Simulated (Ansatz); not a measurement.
# MnS (Fm-3m) in Ansatz: settings compared, part 2 of 2

Ansatz 0.2.0.

### Step 4. Single point, PBEsol+U, collinear spin, antiferromagnetic start (another cell of the same crystal, with 4 atoms)

File input.yaml:

```yaml
crystal:
  lattice:
    - [2.61224989, 2.61224989, 5.22449978]
    - [2.61224989, -2.61224989, 0.0]
    - [2.61224989, 2.61224989, 0.0]
  atoms:
    - { symbol: Mn, position: [0.0, 0.0, 0.0], spin: 4.0 }
    - { symbol: Mn, position: [0.5, 0.5, 0.0], spin: -4.0 }
    - { symbol: S, position: [0.5, 0.0, 0.5] }
    - { symbol: S, position: [0.0, 0.5, 0.5] }
hamiltonian:
  xc: pbesol
  pseudopotentials: { kind: paw }
  hubbard: { sites: [{ species: Mn, l: d, u_eff: 4.0 }] }
magnetization:
  spin_polarized: true
kpoints:
  mp_grid: { grid: [6, 6, 6] }
scf:
  occupations: { method: gaussian, width: 0.05 }
output:
  forces: true
  stress: true
  eigenvalues: true
  write_density: true
  write_potential: true
  elf: true
  volumetric_format: npy
```

Potentials or basis: Ansatz PAW.

Run with:

```sh
$ ansatz run input.yaml --threads 2 --pin off --max-ram 5632MiB --backend cpu --events-out ev --progress --plain --runs-dir out
```

Standard output:

```text
Warning: RAYON_NUM_THREADS=2 ignored (pool sized by the plan → 2); use --threads N
Mn: projections on atomic orbitals take those of the free atom [Ne] 3s2 3p6 3d5 4s2, of charge +0.00 (hamiltonian.pseudopotentials.projection_atoms); the dataset's partial waves leave at most 9.0e-7 of an orbital's norm unspanned inside its sphere
S: projections on atomic orbitals take those of the free atom [Ne] 3s2 3p4, of charge +0.00 (hamiltonian.pseudopotentials.projection_atoms); the dataset's partial waves leave at most 1.6e-7 of an orbital's norm unspanned inside its sphere
Engine: ansatz 0.2.0, x86_64-unknown-linux-gnu
Pseudopotentials: kind: paw
Pseudopotential: Mn, paw, valence charge 15, recommended cutoff 420 eV (normal), Mn.paw.azcp
Pseudopotential: S, paw, valence charge 6, recommended cutoff 420 eV (normal), S.paw.azcp
Functional definition: PBEsol
  exchange = pbesol_x
  correlation = pbesol_c
Crystal: 4 atoms, lattice volume = 71.302 Å³
Basis set: ecut = 420 eV, 1417 PW (Γ), exchange–correlation on 90×50×50 points (8 copies of the dense FFT grid, shifted against one another)
Bands: 30, of which v1, the nominal top of the filled ones, is band 21 counted from 1 (20 counted from 0)
Symmetry: 16 space group operations
Space group: P4/mmm (ITA 123), of the structure as read, at distance tolerance 4.1e-5 Å
Magnetic group: BNS 123.350 (UNI 1010), of the structure as read, at distance tolerance 4.1e-5 Å
k-points: 40 of 216
Non-local potential: Mn, projectors of the file, l = 0: 3, l = 1: 2, l = 2: 3, l = 3: 1
Non-local potential: S, projectors of the file, l = 0: 2, l = 1: 2, l = 2: 2
PAW form: soft (Blöchl's): semilocal exchange-correlation on the pseudo side does not see the compensation charge
PAW frozen core: Mn, regenerated for the run's functional, and the local potential with it (the file was generated under x = pbe(κ = 0.804, μ = 0.2195149727645171), c = pbe(β = 0.06672455060314922))
PAW frozen core: S, regenerated for the run's functional, and the local potential with it (the file was generated under x = pbe(κ = 0.804, μ = 0.2195149727645171), c = pbe(β = 0.06672455060314922))
PAW one-centre angular grid: Mn, 590 points (default); XC on 64 Gauss nodes
PAW one-centre angular grid: S, 110 points (default); XC on 64 Gauss nodes
Initial density: superposition of atomic densities (chi_scale 0.1, normalization cell, long waves kept (reshape's long-wave potential 0.00 eV rms))
Starting moments: Σ|m| = 8 μB on 2 of 4 sites
Starting magnetic order: antiferromagnet; a translation exchanges its spin sublattices: spin-degenerate at every k-point
Initial wavefunctions: pseudopotential atomic-orbital guess
Functional: x = pbesol(κ = 0.804, μ = 0.12345679012345678), c = pbesol(β = 0.046)
the translation (0.5, 0.5, 0) carries every atom to within crystal.symmetry.tolerance of an atom of its element with the starting moment reversed, but both spin channels are solved: the dense FFT box has an odd point count along it
[... 25 lines left out ...]
Harris-Foulkes:  -9507.326773 eV  (|F-HF|=7.66e-9)
Internal energy: -9507.326773 eV  (E = F + TS)
E sigma→0 (E₀):  -9507.326773 eV
Fermi energy:    10.304229 eV
--- Per-component energies (eV) ---
  E_band       = -627.003194
  E_kinetic    = 808.909842
  E_local      = -4919.396112  (includes V_loc(G=0)·N_el)
  E_nonlocal   = 566.141928
  E_hartree    = 2008.910067
  E_xc         = -411.913999
  E_vxc        = -456.818863  (∫ρ·V_xc dr)
  E_hubbard    = 1.152544  (on-site DFT+U / exact-exchange correction)
  E_vhub       = -18.726724  (the Hubbard potential's part of the band-sum identity)
  E_paw        = -3722.788536  (= ΣΔE_a)
  E_vpaw       = -624.939139  (= ΣTr[D̂ρ^β])
  E_aug_tail   = -0.000016  (compensation charges beyond the density's cutoff)
  E_ewald      = -3838.805689
  E_core_change = 0.463199  (= ΣΔE_core)
  E_smearing   = -0.000000  (= −TS)
  E_closure    = 0.000000  (closes the sum)
  Σ components = -9507.326773   (vs F -9507.326773, Δ=0.00e0)
--- Forces (eV/Å), atoms counted from 1 ---
  atom   1  Mn    -0.00000000     0.00000000    -0.00000000
  atom   2  Mn     0.00000000    -0.00000000     0.00000000
  atom   3  S      0.00000000     0.00000000    -0.00000000
  atom   4  S      0.00000000     0.00000000     0.00000000
  max |Σ_I F_I| component: 1.01e-28 eV/Å
--- Stress (GPa, compression-positive) ---
       -0.208877       0.000000       0.000000
        0.000000      -0.208877       0.000000
        0.000000       0.000000      -0.214021
  P = ⅓ Tr σ = -0.2106 GPa (-2.106 kbar)
--- Band table (eV; the first three rows and the last of 80) ---
  k-point 0 ↑: bands = ["-72.0526", "-67.1558", "-40.9200", "-40.9131", "-40.9131", "-36.1039", "-36.0957", "-36.0957", "-4.0754", "-2.6560", "4.1010", "4.4855", "4.5793", "4.6319", "4.6319", "5.0693", "6.9590", "6.9590", "8.5866", "8.5866", "8.5870", "11.0837", "11.3689", "12.0786", "12.4761", "12.6664", "12.6664", "12.6960", "16.2213", "19.1519"]
  k-point 1 ↑: bands = ["-72.0526", "-67.1557", "-40.9199", "-40.9141", "-40.9130", "-36.1038", "-36.0971", "-36.0956", "-3.8018", "-2.6780", "4.0176", "4.0522", "4.3104", "4.5498", "4.6146", "5.4148", "6.5585", "7.1157", "7.3269", "8.5955", "8.6570", "11.7894", "12.1993", "12.5064", "12.7457", "12.8139", "13.0653", "13.9283", "16.3846", "17.6841"]
  k-point 2 ↑: bands = ["-72.0525", "-67.1557", "-40.9198", "-40.9161", "-40.9128", "-36.1037", "-36.0998", "-36.0953", "-3.1414", "-2.7040", "3.4281", "3.6361", "3.9156", "3.9682", "4.5819", "5.2173", "5.8159", "7.0818", "7.5974", "9.1693", "9.1851", "12.5239", "12.6985", "13.0606", "13.5244", "13.5868", "13.8394", "14.4883", "15.4079", "16.4071"]
  k-point 39 ↓: bands = ["-72.0522", "-67.1555", "-40.9194", "-40.9166", "-40.9166", "-36.1031", "-36.1005", "-36.1005", "-2.7720", "-2.5379", "4.3612", "4.3612", "4.4768", "4.4768", "4.9433", "4.9437", "5.4633", "6.8934", "6.9723", "6.9723", "7.0390", "10.6872", "11.8962", "11.8962", "12.1771", "12.6122", "13.0249", "13.3471", "16.5353", "16.5353"]
Occupation matrices written to <dir>
```

v_z.tsv:

```text
# z_ang	v_es[eV]	v_tot_up[eV]	v_tot_dn[eV]
# format = ansatz-planar-average/11
# xc	pbesol
# density_cutoff_ev	1680
# datasets	Mn=:simpson_from_first_knot:soft:shift=-858434	S=:simpson_from_first_knot:soft:shift=-322627
# lattice	2.612249890	2.612249890	5.224499780
# lattice	2.612249890	-2.612249890	0.000000000
# lattice	2.612249890	2.612249890	0.000000000
# sites	4
# site	25	0.000000000	0.000000000	0.000000000
# site	25	2.612249890	0.000000000	2.612249890
# site	16	2.612249890	2.612249890	2.612249890
# site	16	2.612249890	0.000000000	0.000000000
0.000000	1.576797e0	-9.187763e0	-9.187762e0
0.147771	1.786244e0	-8.941755e0	-8.941754e0
0.295542	2.398198e0	-8.234134e0	-8.234134e0
0.443314	3.363097e0	-7.140390e0	-7.140390e0
0.591085	4.559267e0	-5.818129e0	-5.818129e0
0.738856	5.746263e0	-4.534414e0	-4.534414e0
[... 17 lines left out ...]
3.398737	2.398198e0	-8.234134e0	-8.234134e0
3.546508	1.786244e0	-8.941755e0	-8.941754e0
```

It took 4.5 s on 2 threads of Intel Xeon 6975P-C (Granite Rapids), shared host; peak memory 0.56 GiB.

What came out:

| Item | Value |
| --- | --- |
| Free energy | -9507.3268 eV |
| Pressure | -0.2 GPa |
| Band gap on the k mesh | 0.77 eV |
| Net moment | 0.00 μB per cell |
| Absolute moment | 9.71 μB per cell |
| Site moments | Mn +4.48, -4.48; S -0.04, +0.04 μB |

Levels at points of the mesh, in eV from the valence-band top:
Spin up:
| k point | band 18 | band 19 | band 20 | band 21 | band 22 | band 23 | band 24 | band 25 |
| --- | --- | --- | --- | --- | --- | --- | --- | --- |
| (0.00, 0.00, 0.00) | -2.96 | -1.33 | -1.33 | -1.33 | 1.16 | 1.45 | 2.16 | 2.56 |
| (0.00, 0.00, -0.50) | -2.52 | -2.33 | -0.20 | 0.00 | 3.05 | 3.19 | 3.22 | 3.22 |
| (0.00, -0.50, 0.00) | -3.59 | -2.62 | -2.61 | -0.12 | 2.51 | 2.86 | 3.09 | 3.19 |
| (0.00, -0.50, -0.50) | -3.74 | -3.58 | -3.58 | -2.89 | 2.40 | 2.76 | 2.76 | 2.99 |
| (-0.50, 0.00, 0.00) | -2.41 | -2.41 | -1.86 | -1.86 | 1.46 | 2.16 | 2.68 | 3.18 |
| (-0.50, -0.50, -0.50) | -3.03 | -2.95 | -2.95 | -2.88 | 0.77 | 1.98 | 1.98 | 2.26 |
Spin down:
```
              k point  band 17  band 18  band 19  band 20  band 21  band 22  band 23  band 24  band 25  band 26
   (0.00, 0.00, 0.00)    -2.96    -2.96    -1.33    -1.33    -1.33     1.16     1.45     2.16     2.56     2.75
  (0.00, 0.00, -0.50)    -4.30    -2.52    -2.33    -0.20     0.00     3.05     3.19     3.22     3.22     3.32
  (0.00, -0.50, 0.00)    -3.75    -3.59    -2.62    -2.61    -0.12     2.51     2.86     3.09     3.19     4.32
 (0.00, -0.50, -0.50)    -4.42    -3.74    -3.58    -3.58    -2.89     2.40     2.76     2.76     2.99     3.43
  (-0.50, 0.00, 0.00)    -2.44    -2.41    -2.41    -1.86    -1.86     1.46     2.16     2.68     3.18     3.18
(-0.50, -0.50, -0.50)    -4.46    -3.03    -2.95    -2.95    -2.88     0.77     1.98     1.98     2.26     2.69
```

Eigenvalues of the final occupation matrices:
```
  site  spin  trace               eigenvalues
site 1     1   4.97  0.99 0.99 1.00 1.00 1.00
site 1     2   0.28  0.02 0.03 0.03 0.10 0.10
site 2     1   0.28  0.02 0.03 0.03 0.10 0.10
site 2     2   4.97  0.99 0.99 1.00 1.00 1.00
```

Caveat: the magnetic or orbital state may not be the lowest; the PAW data sets come from PBE, with cores solved anew for the run's functional, which leaves a small shift of forces and pressure. The state reached can hang on the start; a lower one may exist.

### Step 5. Single point, PBEsol+U, collinear spin, ferrimagnetic start (another cell of the same crystal, with 4 atoms)

File input.yaml:

```yaml
crystal:
  lattice:
    - [2.61224989, 2.61224989, 5.22449978]
    - [2.61224989, -2.61224989, 0.0]
    - [2.61224989, 2.61224989, 0.0]
  atoms:
    - { symbol: Mn, position: [0.0, 0.0, 0.0], spin: 4.0 }
    - { symbol: Mn, position: [0.5, 0.5, 0.0], spin: -2.0 }
    - { symbol: S, position: [0.5, 0.0, 0.5] }
    - { symbol: S, position: [0.0, 0.5, 0.5] }
hamiltonian:
  xc: pbesol
  pseudopotentials: { kind: paw }
  hubbard: { sites: [{ species: Mn, l: d, u_eff: 2.0 }] }
magnetization:
  spin_polarized: true
kpoints:
  mp_grid: { grid: [6, 6, 6] }
scf:
  occupations: { method: gaussian, width: 0.05 }
output:
  forces: true
  stress: true
  eigenvalues: true
```

Potentials or basis: Ansatz PAW.

Run with:

```sh
$ ansatz run input.yaml --threads 2 --pin off --max-ram 5632MiB --backend cpu --events-out ev --progress --plain --runs-dir out
```

Standard output:

```text
Warning: RAYON_NUM_THREADS=2 ignored (pool sized by the plan → 2); use --threads N
Mn: projections on atomic orbitals take those of the free atom [Ne] 3s2 3p6 3d5 4s2, of charge +0.00 (hamiltonian.pseudopotentials.projection_atoms); the dataset's partial waves leave at most 9.0e-7 of an orbital's norm unspanned inside its sphere
S: projections on atomic orbitals take those of the free atom [Ne] 3s2 3p4, of charge +0.00 (hamiltonian.pseudopotentials.projection_atoms); the dataset's partial waves leave at most 1.6e-7 of an orbital's norm unspanned inside its sphere
Engine: ansatz 0.2.0, x86_64-unknown-linux-gnu
Pseudopotentials: kind: paw
Pseudopotential: Mn, paw, valence charge 15, recommended cutoff 420 eV (normal), Mn.paw.azcp
Pseudopotential: S, paw, valence charge 6, recommended cutoff 420 eV (normal), S.paw.azcp
Functional definition: PBEsol
  exchange = pbesol_x
  correlation = pbesol_c
Crystal: 4 atoms, lattice volume = 71.302 Å³
Basis set: ecut = 420 eV, 1417 PW (Γ), exchange–correlation on 90×50×50 points (8 copies of the dense FFT grid, shifted against one another)
Bands: 29, of which v1, the nominal top of the filled ones, is band 21 counted from 1 (20 counted from 0)
Symmetry: 16 space group operations
Space group: P4/mmm (ITA 123), of the structure as read, at distance tolerance 4.1e-5 Å
Magnetic group: BNS 123.339 (UNI 999), of the structure as read, at distance tolerance 4.1e-5 Å
[... 56 lines left out ...]
  E_vhub       = -9.198673  (the Hubbard potential's part of the band-sum identity)
  E_paw        = -3723.044053  (= ΣΔE_a)
  E_vpaw       = -625.680937  (= ΣTr[D̂ρ^β])
  E_aug_tail   = -0.000016  (compensation charges beyond the density's cutoff)
  E_ewald      = -3838.805689
  E_core_change = 0.463199  (= ΣΔE_core)
  E_smearing   = -0.000000  (= −TS)
  E_closure    = -0.000000  (closes the sum)
  Σ components = -9507.970740   (vs F -9507.970740, Δ=0.00e0)
--- Forces (eV/Å), atoms counted from 1 ---
  atom   1  Mn    -0.00000000     0.00000000    -0.00000000
  atom   2  Mn     0.00000000    -0.00000000     0.00000000
  atom   3  S      0.00000000    -0.00000000    -0.00000000
  atom   4  S      0.00000000     0.00000000     0.00000000
  max |Σ_I F_I| component: 9.69e-29 eV/Å
--- Stress (GPa, compression-positive) ---
       -2.677570       0.000000       0.000000
        0.000000      -2.677570       0.000000
        0.000000       0.000000      -2.669723
  P = ⅓ Tr σ = -2.6750 GPa (-26.750 kbar)
--- Band table (eV; the first three rows and the last of 80) ---
  k-point 0 ↑: bands = ["-71.8494", "-67.0466", "-40.7215", "-40.7145", "-40.7145", "-36.0000", "-35.9899", "-35.9899", "-4.1464", "-2.6921", "4.4451", "5.2285", "5.7333", "5.7839", "5.7839", "6.1325", "6.8969", "6.8969", "8.5080", "8.5080", "8.5096", "10.6092", "11.0714", "11.3380", "11.8282", "11.8282", "11.8889", "12.5758", "16.1711"]
  k-point 1 ↑: bands = ["-71.8493", "-67.0466", "-40.7214", "-40.7155", "-40.7144", "-36.0000", "-35.9913", "-35.9897", "-3.8753", "-2.7262", "4.3654", "4.9936", "5.3043", "5.5335", "5.7371", "6.0637", "6.6460", "7.1557", "7.3233", "8.5792", "8.6757", "11.0654", "11.7961", "11.8205", "11.9893", "12.0840", "12.6412", "13.8469", "16.3459"]
  k-point 2 ↑: bands = ["-71.8492", "-67.0465", "-40.7213", "-40.7176", "-40.7142", "-35.9998", "-35.9941", "-35.9895", "-3.2231", "-2.7759", "3.7016", "4.1447", "4.6969", "4.8049", "5.6407", "6.0835", "6.3402", "7.0494", "7.5054", "9.3087", "9.3691", "11.7782", "12.0326", "12.2396", "12.9358", "13.0111", "13.6592", "14.4011", "15.3675"]
  k-point 39 ↓: bands = ["-71.8493", "-67.0459", "-40.7212", "-40.7184", "-40.7184", "-35.9989", "-35.9944", "-35.9944", "-2.7731", "-2.6143", "4.4343", "4.4343", "5.4815", "5.4815", "6.0562", "6.1101", "6.5093", "6.8428", "6.9110", "6.9110", "6.9702", "10.7015", "11.1735", "11.1735", "11.7641", "12.2892", "12.3237", "12.4791", "16.4217"]
Occupation matrices written to <dir>
```

Wall time 5.5 s (2 threads of Intel Xeon 6975P-C (Granite Rapids), shared host); peak memory 0.55 GiB.

Results:

- Free energy: -9507.9707 eV
- Pressure: -2.7 GPa
- Band gap on the k mesh: 0.48 eV
- Net moment: 0.00 μB per cell
- Absolute moment: 9.57 μB per cell
- Site moments: Mn +4.40, -4.40; S -0.05, +0.05 μB

Eigenvalues of the final occupation matrices:
```
  site  spin  trace               eigenvalues
site 1     1   4.96  0.99 0.99 0.99 0.99 1.00
site 1     2   0.36  0.03 0.04 0.04 0.12 0.13
site 2     1   0.36  0.03 0.04 0.04 0.12 0.13
site 2     2   4.96  0.99 0.99 0.99 0.99 1.00
```

Caveat: the magnetic or orbital state may not be the lowest; the PAW data sets come from PBE, with cores solved anew for the run's functional, which leaves a small shift of forces and pressure. The state reached can hang on the start; a lower one may exist.

### Step 6. Overview

```csv
level,spin,U,gap on the mesh (eV),pressure (GPa),moment (μB)
PBE+U,"collinear, antiferromagnetic start",Mn d U = 3 eV,0.79,2.4,0.00
PBEsol+U,"collinear, antiferromagnetic start",Mn d U = 4 eV,0.77,-0.2,0.00
PBEsol+U,"collinear, ferrimagnetic start",Mn d U = 2 eV,0.48,-2.7,0.00
```

Alike in all rows: task single point; potentials or basis Ansatz PAW; cell another cell of the same crystal, with 4 atoms; k mesh 6 × 6 × 6; cutoff (eV) 420; smearing gaussian 0.05 eV.

Caveats: the magnetic or orbital state may not be the lowest; the PAW data sets come from PBE, with cores solved anew for the run's functional, which leaves a small shift of forces and pressure (some runs).

Total energies depend on the potentials used, so only differences within one code and one set of settings carry meaning.
